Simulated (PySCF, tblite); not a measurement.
**C₆H₁₆BP: geometry, infrared bands and NMR shifts**

Aim: predict the infrared bands and NMR shifts of C₆H₁₆BP (`CB(C)P(C)C(C)C`).

Programs: tblite 0.8.0 and PySCF 2.14.0, with density-fitted response routines of our own. Each step states its level of theory. These are calculated values for one molecule in the gas phase, unless marked as measured. Atoms count from 0, in the outputs and in this text.

### 1 Starting geometry

24 atoms, charge 0, multiplicity 1; geometry from: force field or distance geometry start.

Bonds of the start (Å): C0–B1 1.59, B1–C2 1.59, B1–P3 1.88, P3–C4 1.79, P3–C5 1.80, C5–C6 1.51, C5–C7 1.52, C0–H8 1.11, C0–H9 1.11, C0–H10 1.10, C2–H11 1.12, C2–H12 1.11, C2–H13 1.11, C4–H14 1.12, C4–H15 1.12, C4–H16 1.10, C5–H17 1.12, C6–H18 1.10, C6–H19 1.12, C6–H20 1.12, C7–H21 1.10, C7–H22 1.11, C7–H23 1.09.

### 2 Optimising the geometry with GFN2-xTB

What the job is given:

```
{"job": {"kind": "relax", "xc": "GFN2-xTB", "basis": "xTB"}, "charge": 0, "multiplicity": 1}
C     -2.415800     0.375500     1.516700
B     -1.791600    -0.041800     0.114400
C     -2.498700    -1.081000    -0.855400
P     -0.027600     0.467800    -0.297400
C      0.311300     2.198400    -0.617100
C      1.318400    -0.653400     0.102200
C      2.337800    -0.164700     1.100100
C      2.030000    -1.047300    -1.184800
H     -3.274800    -0.296100     1.700800
H     -2.692900     1.447300     1.550300
H     -1.623700     0.235500     2.271900
H     -2.802600    -0.599300    -1.817600
H     -3.422300    -1.507600    -0.410300
H     -1.794100    -1.893700    -1.139200
H      0.180800     2.890500     0.256400
H     -0.442600     2.563500    -1.359200
H      1.298300     2.429400    -1.051100
H      0.912200    -1.616700     0.515200
H      1.974700     0.637400     1.765900
H      3.304800     0.113100     0.613200
H      2.594100    -1.035900     1.759300
H      1.643400    -0.368000    -1.961100
H      1.760100    -2.100000    -1.432900
H      3.109400    -0.933200    -1.132700
```

The run is started by

```bash
OMP_NUM_THREADS=1 python probes_run.py task.json out
```

This one command runs all jobs of the session in turn.

Output:

```text
step      E/eV     max force
  0    -670.75382    2.416
  1    -671.04818    1.462
  2    -671.19553    1.495
  3    -671.32208    1.579
  4    -671.49182    1.259
  5    -671.59430    0.975
  6    -671.72409    0.739
  7    -671.75569    0.679
  8    -671.82231    0.572
  9    -671.87364    0.680
 10    -671.94835    0.746
 11    -672.01584    0.610
 12    -672.07031    0.594
 13    -672.12194    0.553
 14    -672.16926    0.426
 15    -672.20005    0.440
 16    -672.22668    0.398
 17    -672.25634    0.417
 18    -672.29156    0.469
 19    -672.33707    0.438
 20    -672.38815    0.541
 21    -672.43126    0.572
 22    -672.46351    0.368
 23    -672.48926    0.304
 24    -672.50854    0.391
 25    -672.53116    0.391
 26    -672.55207    0.420
 27    -672.56887    0.291
 28    -672.58203    0.258
 29    -672.59461    0.230
 30    -672.60628    0.319
 31    -672.61527    0.264
 32    -672.62203    0.190
 33    -672.62895    0.179
 34    -672.63880    0.333
 35    -672.65167    0.415
 36    -672.66441    0.306
 37    -672.67451    0.196
 38    -672.68364    0.253
 39    -672.69271    0.361
 40    -672.70327    0.344
 41    -672.71065    0.162
 42    -672.71443    0.120
 43    -672.71708    0.176
 44    -672.72047    0.179
 45    -672.72338    0.143
 46    -672.72536    0.089
 47    -672.72688    0.115
 48    -672.72902    0.164
 49    -672.73237    0.192
 50    -672.73703    0.219
 51    -672.74222    0.160
 52    -672.74809    0.206
 53    -672.75453    0.289
 54    -672.76317    0.309
 55    -672.76865    0.283
 56    -672.77699    0.187
 57    -672.78135    0.183
 58    -672.78715    0.197
 59    -672.79251    0.212
 60    -672.79703    0.132
 61    -672.79970    0.116
 62    -672.80171    0.115
 63    -672.80358    0.157
 64    -672.80612    0.171
 65    -672.80893    0.150
 66    -672.81157    0.095
 67    -672.81325    0.092
 68    -672.81581    0.145
 69    -672.81780    0.126
 70    -672.81945    0.119
 71    -672.82113    0.095
 72    -672.82280    0.090
 73    -672.82445    0.123
 74    -672.82584    0.094
 75    -672.82722    0.076
 76    -672.82841    0.072
 77    -672.82952    0.106
 78    -672.83061    0.082
 79    -672.83183    0.077
 80    -672.83297    0.067
 81    -672.83420    0.085
 82    -672.83594    0.088
 83    -672.83778    0.081
 84    -672.83981    0.097
 85    -672.84194    0.106
 86    -672.84432    0.098
 87    -672.84706    0.130
 88    -672.85044    0.148
 89    -672.85483    0.142
 90    -672.86065    0.182
 91    -672.86736    0.229
 92    -672.87405    0.190
 93    -672.88058    0.200
 94    -672.88667    0.157
 95    -672.89108    0.149
 96    -672.89639    0.137
 97    -672.90327    0.168
 98    -672.91040    0.181
 99    -672.91524    0.194
100    -672.92064    0.247
101    -672.92577    0.144
102    -672.93283    0.180
103    -672.93980    0.176
104    -672.94587    0.155
105    -672.95084    0.135
106    -672.95516    0.133
107    -672.95967    0.141
108    -672.96347    0.133
109    -672.96603    0.136
110    -672.96788    0.118
111    -672.97001    0.130
112    -672.97343    0.156
113    -672.97835    0.172
114    -672.98247    0.145
115    -672.98645    0.149
116    -672.99043    0.104
117    -672.99418    0.102
118    -672.99714    0.117
119    -672.99878    0.105
120    -673.00029    0.078
121    -673.00139    0.067
122    -673.00301    0.079
123    -673.00478    0.081
124    -673.00622    0.081
125    -673.00765    0.069
126    -673.00918    0.078
127    -673.01059    0.110
128    -673.01182    0.068
129    -673.01280    0.062
130    -673.01345    0.059
131    -673.01401    0.052
132    -673.01488    0.049
133    -673.01586    0.060
134    -673.01642    0.074
135    -673.01717    0.073
136    -673.01772    0.051
137    -673.01810    0.031
138    -673.01834    0.037
139    -673.01852    0.027
140    -673.01865    0.025
141    -673.01877    0.028
142    -673.01893    0.030
143    -673.01912    0.032
144    -673.01932    0.025
145    -673.01951    0.028
146    -673.01972    0.032
147    -673.01993    0.031
148    -673.02013    0.025
149    -673.02029    0.025
150    -673.02042    0.021
151    -673.02054    0.031
152    -673.02065    0.027
153    -673.02077    0.022
154    -673.02087    0.019
155    -673.02094    0.019
156    -673.02099    0.016
157    -673.02104    0.014
158    -673.02109    0.015
159    -673.02114    0.018
160    -673.02120    0.015
161    -673.02127    0.017
162    -673.02134    0.016
163    -673.02142    0.018
164    -673.02150    0.021
165    -673.02159    0.018
166    -673.02169    0.022
167    -673.02183    0.025
168    -673.02202    0.031
169    -673.02230    0.042
170    -673.02264    0.051
171    -673.02307    0.056
172    -673.02344    0.074
173    -673.02395    0.044
174    -673.02436    0.038
175    -673.02485    0.047
176    -673.02506    0.031
177    -673.02545    0.056
178    -673.02571    0.033
179    -673.02590    0.033
180    -673.02604    0.020
181    -673.02615    0.022
182    -673.02623    0.015
183    -673.02633    0.022
184    -673.02641    0.023
185    -673.02647    0.017
186    -673.02652    0.011
187    -673.02655    0.010
```

Wall time 1.4 s (1 thread of Arm Neoverse V2, shared host).

Step by step: (not every step is listed)

```
step  energy from step 0 (eV)  largest force (eV/Å)
   0                   0.0000                2.4157
   1                  -0.2944                1.4616
   2                  -0.4417                1.4948
   3                  -0.5683                1.5790
   4                  -0.7380                1.2588
   5                  -0.8405                0.9754
   6                  -0.9703                0.7393
   7                  -1.0019                0.6794
   8                  -1.0685                0.5721
  25                  -1.7773                0.3913
  42                  -1.9606                0.1196
  59                  -2.0387                0.2124
  76                  -2.0746                0.0717
  93                  -2.1268                0.2004
 110                  -2.2141                0.1176
 127                  -2.2568                0.1104
 144                  -2.2655                0.0249
 161                  -2.2674                0.0167
 178                  -2.2719                0.0334
 182                  -2.2724                0.0153
 183                  -2.2725                0.0219
 184                  -2.2726                0.0225
 185                  -2.2726                0.0168
 186                  -2.2727                0.0112
 187                  -2.2727                0.0096
```

Close pairs (by a distance rule), those that changed most:

```
  bond  before (Å)  after (Å)  change (Å)
 P3–C5       1.797      1.883      +0.086
 P3–C4       1.792      1.858      +0.065
C4–H14       1.122      1.088      -0.034
C6–H20       1.122      1.090      -0.032
C4–H15       1.119      1.088      -0.031
C6–H19       1.118      1.088      -0.030
C2–H11       1.118      1.090      -0.028
C5–H17       1.124      1.096      -0.028
```

The final coordinates are the input of the step that follows.

### 3 Vibrational analysis with GFN2-xTB

What the job is given:

```
{"job": {"kind": "ir", "xc": "GFN2-xTB", "basis": "xTB"}, "charge": 0, "multiplicity": 1}
C     -2.468633     1.161090     0.777135
B     -1.616075     0.014738     0.102762
C     -2.109878    -1.481765     0.206655
P     -0.167840     0.466069    -1.014960
C      0.497492     2.035176    -0.276143
C      1.155117    -0.794806    -0.561203
C      1.520327    -0.810088     0.919606
C      2.396347    -0.600082    -1.426007
H     -3.381682     0.806893     1.251489
H     -2.750302     1.916627     0.043163
H     -1.890424     1.687837     1.537450
H     -3.175087    -1.563806    -0.008426
H     -1.985736    -1.850509     1.225814
H     -1.586084    -2.173391    -0.450101
H      0.652130     1.955320     0.797636
H     -0.222259     2.826138    -0.474883
H      1.433856     2.298305    -0.763330
H      0.706549    -1.760570    -0.822657
H      0.633538    -0.932916     1.538763
H      2.020426     0.113172     1.203892
H      2.201968    -1.635536     1.123673
H      2.876985     0.350117    -1.203461
H      2.131643    -0.612085    -2.480796
H      3.115889    -1.396164    -1.238516
```

Output:

```text
mode    cm-1     km/mol
  1     -27.7      0.55
  2      52.4      0.09
  3      66.1      0.19
  4      93.3      2.48
  5     116.9      1.98
  6     151.4      1.75
  7     171.6      1.03
  8     201.7      0.12
  9     221.7      0.34
 10     248.7      0.46
 11     254.6      0.18
 12     267.6      1.93
 13     295.7      0.62
 14     333.0      1.07
 15     367.2      3.04
 16     426.2      4.87
 17     530.3      8.02
 18     627.6      3.28
 19     725.7      0.22
 20     733.4     35.41
 21     817.0     15.15
 22     861.1     66.82
 23     864.5      9.82
 24     872.3     22.74
 25     881.2     41.85
 26     931.1      7.31
 27     936.8      1.66
 28     981.2      0.50
 29    1051.8     53.23
 30    1076.3    164.25
 31    1119.5     85.64
 32    1136.7     16.30
 33    1167.8      5.28
 34    1254.4     19.43
 35    1295.6      3.62
 36    1313.1      2.20
 37    1386.3     33.36
 38    1392.3      9.67
 39    1401.4      5.63
 40    1414.4      0.77
 41    1453.1      1.74
 42    1461.5      5.13
 43    1484.0      1.61
 44    1490.0      0.25
 45    1490.8      1.55
 46    1493.4      1.65
 47    1498.8      2.83
 48    1500.8      2.81
 49    1501.3      1.47
 50    1509.2      1.75
 51    2909.3     25.47
 52    2986.5      3.82
 53    2989.5     48.63
 54    2998.6     15.97
 55    3001.1     14.39
 56    3003.8      9.04
 57    3007.6     32.01
 58    3007.8    100.05
 59    3014.1      2.92
 60    3021.2     22.84
 61    3022.2     18.26
 62    3025.6     30.69
 63    3027.1     37.23
 64    3028.0     15.51
 65    3033.3     56.21
 66    3035.5     20.98
```

It took 0.94 s on 1 thread of Arm Neoverse V2, shared host.

Which atoms move in the most intense modes:

```
cm⁻¹  km/mol                         atoms
 861    66.8    B1 18 %, H11 15 %, H9 13 %
 881    41.9   H16 36 %, H15 16 %, C4 13 %
1052    53.2  H17 29 %, H23 11 %, H20 11 %
1076   164.2              B1 46 %, H8 12 %
1120    85.6                       B1 52 %
2990    48.6  H12 53 %, H10 18 %, H11 15 %
3008   100.0                      H23 67 %
3033    56.2            H19 68 %, H21 18 %
```

### 4 Shielding tensors: PBE0/pcSseg-1

Settings changed since step 3:

```diff
@@ -1,2 +1,2 @@
-{"job": {"kind": "ir", "xc": "GFN2-xTB", "basis": "xTB"}, "charge": 0, "multiplicity": 1}
+{"job": {"kind": "nmr", "xc": "PBE0", "basis": "pcSseg-1"}, "charge": 0, "multiplicity": 1}
 C     -2.468633     1.161090     0.777135
```

Level: GIAO PBE0/pcSseg-1 NMR shielding, non-relativistic, gas phase.

Output:

```text
coarse grid: 19152 points
cycle   1  E = -603.8480705097  dE =  4.672e-01  |g| = 5.590e-01  |ddm| = 4.140e+00
cycle   2  E = -603.8341162180  dE =  1.395e-02  |g| = 6.110e-01  |ddm| = 1.037e+00
cycle   3  E = -603.9322726544  dE = -9.816e-02  |g| = 4.438e-02  |ddm| = 5.600e-01
cycle   4  E = -603.9327183456  dE = -4.457e-04  |g| = 2.392e-02  |ddm| = 9.593e-02
cycle   5  E = -603.9328732749  dE = -1.549e-04  |g| = 3.998e-03  |ddm| = 3.158e-02
cycle   6  E = -603.9328768098  dE = -3.535e-06  |g| = 1.483e-03  |ddm| = 6.818e-03
final grid: 176336 points
cycle   7  E = -603.9797256546  dE = -6.344e-05  |g| = 1.107e-02  |ddm| = 4.224e-02
cycle   8  E = -603.9797140198  dE =  1.163e-05  |g| = 1.301e-02  |ddm| = 1.890e-02
cycle   9  E = -603.9797568850  dE = -4.287e-05  |g| = 7.146e-04  |ddm| = 1.088e-02
cycle  10  E = -603.9797570210  dE = -1.360e-07  |g| = 2.191e-04  |ddm| = 1.243e-03
cycle  11  E = -603.9797570325  dE = -1.146e-08  |g| = 6.689e-05  |ddm| = 2.520e-04
cycle  12  E = -603.9797570335  dE = -1.098e-09  |g| = 1.907e-05  |ddm| = 9.760e-05
cycle  13  E = -603.9797570336  dE = -9.800e-11  |g| = 4.724e-06  |ddm| = 2.854e-05
converged SCF energy = -603.9797570336

GIAO shielding tensors (ppm)
atom      isotropic    diamagn.    paramagn.     s11        s22        s33       span
  0 C      172.078     253.420     -81.342    150.538    180.561    185.136     34.598
  1 B        5.549     193.258    -187.709    -72.565    -34.024    123.237    195.802
  2 C      172.089     253.435     -81.346    150.260    179.521    186.486     36.226
  3 P      351.528     971.242    -619.714    252.413    356.034    446.137    193.725
  4 C      187.673     255.351     -67.677    177.628    188.077    197.315     19.686
  5 C      157.183     253.076     -95.893    151.349    155.737    164.464     13.115
  6 C      160.391     250.711     -90.320    130.711    162.897    187.566     56.855
  7 C      163.379     247.165     -83.786    141.867    160.213    188.058     46.190
  8 H       30.597      30.324       0.273     26.458     29.388     35.943      9.485
  9 H       30.642      31.125      -0.483     25.832     30.355     35.739      9.906
 10 H       30.876      32.304      -1.428     26.342     31.341     34.946      8.604
 11 H       30.636      30.037       0.600     26.330     28.734     36.845     10.516
 12 H       30.845      31.550      -0.705     27.309     29.448     35.778      8.468
 13 H       30.159      33.682      -3.523     25.316     31.445     33.716      8.400
 14 H       30.227      34.173      -3.946     25.901     28.557     36.223     10.321
 15 H       30.560      32.286      -1.726     25.745     28.208     37.728     11.983
 16 H       30.736      32.248      -1.512     24.917     29.404     37.886     12.969
 17 H       29.226      35.448      -6.221     25.116     28.075     34.487      9.371
 18 H       31.036      33.949      -2.913     25.931     30.898     36.278     10.348
 19 H       30.370      33.262      -2.893     26.487     30.275     34.346      7.859
 20 H       30.415      31.552      -1.136     25.769     27.696     37.781     12.011
 21 H       30.616      31.164      -0.549     26.115     30.451     35.280      9.165
 22 H       30.203      30.105       0.098     25.647     27.877     37.085     11.439
 23 H       30.478      29.386       1.092     25.845     27.809     37.781     11.936
```

It took 47 s on 1 thread of Arm Neoverse V2, shared host; peak memory 0.93 GiB.

Shifts follow as δ = σ(reference) − σ, with reference shieldings (ppm) from runs at the same level and on the same kind of geometry: ¹H TMS 31.72, ¹³C TMS 186.9, ³¹P H3PO4 318.4, ¹¹B BF3·OEt2 100.1. The references are single molecules in the gas phase, so shifts against H2O, NH3, PH3, H3PO4 or CFCl3 are not on the usual liquid scales and can be off by tens of ppm. Atoms listed in one row are averaged.

```
                       atoms                              environment  σ (ppm)  δ (ppm)  δ scaled to CDCl3
                          C5                       sp3 CH bonded to P    157.2     29.7               27.1
                      C6, C7                            methyl carbon    161.9     25.0               22.5
                      C0, C2                methyl carbon bonded to B    172.1     14.8               12.6
                          C4                methyl carbon bonded to P    187.7     -0.7               -2.6
                         H17        hydrogen on an sp3 CH bonded to P    29.23     2.49               2.45
               H14, H15, H16  hydrogen on a methyl carbon bonded to P    30.51     1.21               1.25
H18, H19, H20, H21, H22, H23              hydrogen on a methyl carbon    30.52     1.20               1.23
  H8, H9, H10, H11, H12, H13  hydrogen on a methyl carbon bonded to B    30.63     1.09               1.13
                          B1                   boron bonded to 2 C, P      5.5     94.5                  –
                          P3              phosphorus bonded to 2 C, B    351.5    -33.2                  –
```

The scaled column applies a straight-line fit of computed shieldings to shifts measured in CDCl3 (root-mean-square error 0.16 ppm for H, 1.9 ppm for C).

The run also stored atomic charges by several schemes (e):

```
 atoms  Mulliken    IAO  Hirshfeld  ESP fit
C0, C2     -0.50  -0.56      -0.20    -0.94
    B1      0.28   0.10       0.14     0.88
    P3      0.12   0.38       0.08    -0.56
    C4     -0.49  -0.60      -0.16    -0.17
    C5     -0.57  -0.25      -0.05     0.57
C6, C7     -0.21  -0.41      -0.12    -0.52
```

Mayer bond orders: C0–B1 1.04, B1–C2 1.06, B1–P3 1.11, P3–C4 0.99, P3–C5 0.96, C5–C6 1.01, C5–C7 1.03.

### 5 Results

```
                                                               quantity                       value
                              strongest single infrared mode (GFN2-xTB)       1076 cm⁻¹, 164 km/mol
                                           zero-point energy (GFN2-xTB)              130.1 kcal/mol
¹³C shifts against TMS (PBE0/pcSseg-1, means over atoms taken as alike)  29.7, 25.0, 14.8, -0.7 ppm
 ¹H shifts against TMS (PBE0/pcSseg-1, means over atoms taken as alike)  2.49, 1.21, 1.20, 1.09 ppm
                            ¹¹B shifts against BF3·OEt2 (PBE0/pcSseg-1)                    94.5 ppm
                               ³¹P shifts against H3PO4 (PBE0/pcSseg-1)                   -33.2 ppm
```

In words: The optimisation took 187 steps and gained 2.273 eV; among the close pairs (by a distance rule), P3–C5 changed most, from 1.797 to 1.883 Å. The lowest mode is imaginary (28i cm⁻¹), so the xTB geometry is not a minimum. The strongest single mode, at 1076 cm⁻¹, is spread over many atoms; the largest shares are those of B1, H8. GFN2-xTB is a fitted tight-binding method: band positions and strengths are rough. Its intensities can rank the bands wrongly.
